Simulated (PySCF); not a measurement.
# Br5Mn ([MnBr5]2-): the cost of one run

Computed with PySCF 2.14.0 and routines of our own; the level stands in each step. Atoms count from 0.

## 1. The system as given

6 atoms, charge -2, states of the metal's open shell are computed; geometry from: model geometry, bond lengths from ionic radii.

## 2. Ligand-field states: state-averaged CASSCF in water

The job: settings as JSON, then the geometry in Å.

```
{"job": {"kind": "lf", "basis": {"metal": "x2c-TZVPall", "ligand": "x2c-SVPall"}, "nevpt": true, "solvent": "water"}, "charge": -2, "metal": "Mn", "open_shell": "d4"}
Mn     0.000000     0.000000     0.000000
Br     0.000000     0.000000     2.445000
Br     2.407855     0.000000    -0.424570
Br    -2.407855     0.000000    -0.424570
Br     0.000000     2.407855    -0.424570
Br    -0.000000    -2.407855    -0.424570
```

Level: state-averaged CASSCF of the metal d shell, SC-NEVPT2 on the averaged canonical orbitals, state-interaction spin-orbit coupling.

Command:

```
OMP_NUM_THREADS=1 python lf_run.py task.json out
```

The driver reads the jobs from task.json and runs them one after another.

Q: Estimate the wall time and peak memory of this first job on 1 thread of Arm Neoverse V1, shared host.

About 55 s, with a peak of 0.65 GiB.
